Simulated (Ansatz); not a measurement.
# CuSn5: the cost of one run

Computed with Ansatz 0.2.0 (DFT PBE, scalar-relativistic, plane waves, PAW, unless a step's input says otherwise).

### 1 The structure to begin with

The structure is hexagonal, space group P-6m2 (No. 187). Conventional cell: a = 3.284 Å, b = 3.284 Å, c = 16.393 Å, α = 90.00°, β = 90.00°, γ = 120.00°. Cu (site symmetry -6m2) has 6 Cu at 3.28 Å and 6 Sn at 3.33 Å as nearest neighbours. Sn (site symmetry 3m) is surrounded by 9 Sn at 3.28 to 3.33 Å and 3 Cu at 3.33 Å. Around Sn (site symmetry -6m2) lie 12 Sn at 3.28 to 3.33 Å. Sn (site symmetry 3m) is surrounded by 12 Sn at 3.28 to 3.33 Å.

As a file:

```xyz
6
Lattice="3.2843 0.0000 0.0000 -1.6422 2.8443 0.0000 0.0000 0.0000 16.3925" Properties=species:S:1:pos:R:3 pbc="T T T"
Cu    1.6422    0.9481    0.0000
Sn    0.0000    1.8962   13.6605
Sn    0.0000    1.8962    2.7321
Sn    0.0000    1.8962    8.1963
Sn    1.6422    0.9481    5.4642
Sn    1.6422    0.9481   10.9284
```

The start is an ordering of an alloy on its end members' structure types: elements ordered on the sites of the Ni type, Cu/Sn on Ni (P-6m2, No. 187).

### 2 Probe: one point on a coarse mesh

Contents of input.yaml:

```yaml
crystal:
  lattice:
    - [3.28432941, 0.0, 0.0]
    - [-1.64216471, 2.84431271, 0.0]
    - [0.0, 0.0, 16.39254612]
  atoms:
    - { symbol: Cu, position: [0.66666667, 0.33333333, 0.0] }
    - { symbol: Sn, position: [0.33333333, 0.66666667, 0.83333333] }
    - { symbol: Sn, position: [0.33333333, 0.66666667, 0.16666667] }
    - { symbol: Sn, position: [0.33333333, 0.66666667, 0.5] }
    - { symbol: Sn, position: [0.66666667, 0.33333333, 0.33333333] }
    - { symbol: Sn, position: [0.66666667, 0.33333333, 0.66666667] }
basis:
  ecutwfc: 420
kpoints:
  mp_grid: { grid: [6, 6, 1] }
hamiltonian:
  xc: pbe
scf:
  occupations: { method: gaussian, width: 0.1 }
  lower_state_search: "off"
output:
  forces: true
  stress: true
  eigenvalues: true
```

Started as:

```
$ ansatz run input.yaml --threads 1 --pin off --max-ram 2560MiB --backend cpu --events-out ev --progress --plain --runs-dir out
```

Q: Estimate wall time and peak memory on 1 thread of Arm Neoverse V2, shared host.

About 5.5 s, with a peak of 0.37 GiB.
